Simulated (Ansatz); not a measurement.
Write a Python script for the Ansatz DFT code, driven from Python that makes a single point in a Gaussian basis of BClFH5OSi2, SMILES FB(Cl)[SiH2]O[SiH3]. Use: CAM-B3LYP, STO-3G basis, multiplicity 1.

```xyz
11

F    -1.6541   -2.4662   -0.1183
B    -0.3538   -1.9403    0.0169
Cl    0.7344   -2.6892    1.2602
Si    0.3418   -0.4278   -1.0563
O    -0.7333    0.9298   -0.8037
Si   -0.1643    1.7064    0.6517
H     1.7085   -0.1491   -0.7505
H     0.2173   -0.8024   -2.4764
H    -0.2298    0.7703    1.8281
H     1.2216    2.1589    0.4921
H    -1.0230    2.8525    0.9766
```

Script `bclfh5osi2_energy.py`:
```python
"""Single point of BClFH5OSi2 in a Gaussian basis."""

import ansatz as az
import numpy as np

GEOMETRY = """
F    -1.65410   -2.46620   -0.11830
B    -0.35380   -1.94030    0.01690
Cl    0.73440   -2.68920    1.26020
Si    0.34180   -0.42780   -1.05630
O    -0.73330    0.92980   -0.80370
Si   -0.16430    1.70640    0.65170
H     1.70850   -0.14910   -0.75050
H     0.21730   -0.80240   -2.47640
H    -0.22980    0.77030    1.82810
H     1.22160    2.15890    0.49210
H    -1.02300    2.85250    0.97660
"""

geometry = az.Crystal.molecule()
for line in GEOMETRY.strip().splitlines():
    symbol, *xyz = line.split()
    geometry = geometry.atom(symbol, [float(v) for v in xyz])

base = geometry.calculation()
base = base.basis(gaussian="STO-3G")
base = base.functional("cam_b3lyp")
base = base.forces()
trace = []
res = base.session().plan().execute(on_event=trace.append)
report = res.report
for event in trace:
    if event["event"] == "mean_field_evaluation" and event["data"]["evaluation"] <= 25:
        print("pass {evaluation:3d}  E = {energy_ev:.6f} eV  gradient {gradient_ev:.1e}".format(**event["data"]))

print(f"E = {report['free_energy_ev']:.6f} eV = {report['free_energy_ev'] / 27.211386246:.7f} Ha")
print("converged:", report["converged"], " doubts:", report["published_state_doubts"] or "none")

symbols = [site.symbol for site in geometry.cartesian_sites]
forces = np.array(report["forces_ev_ang"])
print("largest force", round(float(np.linalg.norm(forces, axis=1).max()), 4), "eV/A, rms", round(float(np.sqrt((forces ** 2).mean())), 4))

charges = report["charge_distribution"]
print("dipole moment", round(4.803205 * float(np.linalg.norm(charges["dipole_moment_e_ang"])), 3), "D")
print("Mulliken:", [(s, round(q, 3)) for s, q in zip(symbols, charges["mulliken_charges_e"])])
```

`python bclfh5osi2_energy.py` gives:
```text
pass   1  E = -33398.556549 eV  gradient 3.7e+01
pass   2  E = -33397.498955 eV  gradient 4.8e+01
pass   3  E = -33403.605419 eV  gradient 3.9e+00
pass   4  E = -33403.662979 eV  gradient 9.6e-01
pass   5  E = -33403.667037 eV  gradient 1.9e-01
pass   6  E = -33403.626484 eV  gradient 1.8e-01
pass   7  E = -33403.626647 eV  gradient 3.3e-02
pass   8  E = -33403.626654 eV  gradient 1.7e-02
pass   9  E = -33403.626655 eV  gradient 5.6e-03
pass  10  E = -33403.626655 eV  gradient 8.2e-04
pass  11  E = -33403.626655 eV  gradient 8.2e-04
pass  12  E = -33403.626655 eV  gradient 1.6e-04
pass  13  E = -33403.626655 eV  gradient 4.4e-05
pass  14  E = -33403.626655 eV  gradient 9.9e-06
pass  15  E = -33403.626655 eV  gradient 9.7e-06
E = -33403.626753 eV = -1227.5606414 Ha
converged: True  doubts: none
largest force 4.7645 eV/A, rms 1.2411
dipole moment 1.232 D
Mulliken: [('F', -0.065), ('B', 0.167), ('Cl', -0.236), ('Si', 0.587), ('O', -0.425), ('Si', 0.607), ('H', -0.12), ('H', -0.124), ('H', -0.135), ('H', -0.13), ('H', -0.125)]
```

Reading the output:
- These settings explore the input space; basis and method may be short of convergence.
- The geometry is a force-field or estimated start, not a minimum of this method, and the basis set is short of its limit.
- Early passes use coarser integrals and grids, so their energies can't be compared with the last.
- Wall time of the script: 3.3 s on 1 thread of Arm Neoverse V2, with other jobs on the host, peak memory 0.21 GiB.

(Lines on the test bed's own set-up are left out of the output.)
